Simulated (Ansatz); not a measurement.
# Two structures of SiTe2: comparison of enthalpies under pressure in Python

One table from this session's results is given with a row withheld; the runs are named, their logs left out.

All numbers are computed with Ansatz 0.2.0, driven from Python. Level of theory: DFT LDA, plane waves, PAW.

## The system

SiTe2 P-3m1: The structure is trigonal, space group P-3m1 (No. 164). Conventional cell: a = 4.000 Å, b = 4.000 Å, c = 6.400 Å, α = 90.00°, β = 90.00°, γ = 120.00°. Si (site symmetry -3m) has 6 Te at 2.81 Å as nearest neighbours. Te (site symmetry 3m) has 3 Si at 2.81 Å as nearest neighbours.

SiTe2 Fm-3m: The structure is cubic, space group Fm-3m (No. 225). Conventional cell: a = 6.750 Å, b = 6.750 Å, c = 6.750 Å, α = 90.00°, β = 90.00°, γ = 90.00°. Si (site symmetry m-3m) has 8 Te at 2.92 Å as nearest neighbours. Te (site symmetry -43m) is surrounded by 4 Si at 2.92 Å.

No structure file is read: the coordinates are typed or built in the script.

Set-up of the first run:

Contents of run_transition.py:

```python
"""Pressure at which two phases of SiTe2 cross."""

import warnings

import ansatz as az
import numpy as np
import pandas as pd

XC = "lda"
K_SPACING = 0.44
SMEARING = "fermi_dirac"
WIDTH_EV = 0.02


def cdi2(first, second, a):
    return (
        az.Lattice.from_parameters(a, a, 1.6 * a, alpha=90, beta=90, gamma=120)
        .space_group(164)
        .atom(first, [0, 0, 0])
        .atom(second, [1 / 3, 2 / 3, 0.25])
    )


def fluorite(first, second, a):
    return (
        az.Lattice.fcc(a)
        .space_group(225)
        .atom(first, [0, 0, 0])
        .atom(second, [0.25, 0.25, 0.25])
        .primitive()
    )


def compute(name, crystal, pressure=0.0):
    calc = (
        crystal.calculation()
        .basis(16 * az.Ha)
        .functional(XC)
        .kpoints(spacing=K_SPACING)
        .occupations(SMEARING, width=WIDTH_EV)
    )
    calc = calc.relax(force_tolerance=0.03, max_steps=60, cell=True, pressure=pressure)
    return calc.run(threads=1)


def volume_per_atom(outcome):
    return abs(np.linalg.det(outcome.lattice.cell_ang)) / len(outcome.lattice.sites)


def main() -> None:
    warnings.simplefilter("ignore", az.DeckWarning)

    phases = {}
    phases["CdI2"] = cdi2("Si", "Te", 4.0)
    phases["fluorite"] = fluorite("Si", "Te", 6.75)

    # H = E + PV, with 1 eV per cubic angstrom equal to 160.2 GPa
    pressures = [0, 15, 30, 45]
    enthalpy, volume = {name: [] for name in phases}, {name: [] for name in phases}
    for p in pressures:
        for name, crystal in phases.items():
            o = compute(name, crystal, pressure=p)
            volume[name].append(volume_per_atom(o))
            enthalpy[name].append(o.report["energy_sigma0_ev"] / len(o.lattice.sites) + p * volume[name][-1] / 160.21766)
    gap = np.array(enthalpy["fluorite"]) - np.array(enthalpy["CdI2"])
    rows = [(p, va, vb, 1000 * d) for p, va, vb, d in zip(pressures, volume["CdI2"], volume["fluorite"], gap)]
    print(pd.DataFrame(rows, columns=["P (GPa)", "V CdI2 (A^3/atom)", "V fluorite (A^3/atom)", "H(fluorite) - H(CdI2) (meV/atom)"]).round(4).to_string(index=False))
    crossings = [p0 - g0 * (p1 - p0) / (g1 - g0) for p0, p1, g0, g1 in zip(pressures, pressures[1:], gap, gap[1:]) if g0 * g1 < 0]
    print("crossing near", [round(float(p), 1) for p in crossings], "GPa") if crossings else print("no crossing in this range")


if __name__ == "__main__":
    main()
```

Run with:

```bash
$ python run_transition.py
```

One of the session's tables, all rows but one given; the rest of the session is left out.

Enthalpy H = E + pV of the second structure less the first:

```
pressure (GPa)  ΔH (meV/atom)
             0          368.1
            15          438.4
            30              ?
            45          555.6
```

Estimate the missing values for pressure (GPa) = 30.

Worked estimate for «ΔH (meV/atom)». A straight line through the neighbours (15, 438.4) and (45, 555.6) gives 438.4 + (555.6 − 438.4) × (30 − 15) / (45 − 15) = 497.0; a parabola fitted to 3 rows on both sides gives 500.9.

The run gave: ΔH (meV/atom): 507.1. In «ΔH (meV/atom)» the line misses by -10.1 and the parabola by -6.2.

Limits of these values: Caveats:
- At a fixed pressure a relaxation lowers the enthalpy F + PV, while F alone can rise.
- For the metals among these cells the mesh is coarse, so their volumes and pressures are rough.
- Only these two structures are compared, at zero temperature and with their symmetry kept; either may be hypothetical, and another phase may be lower than both.
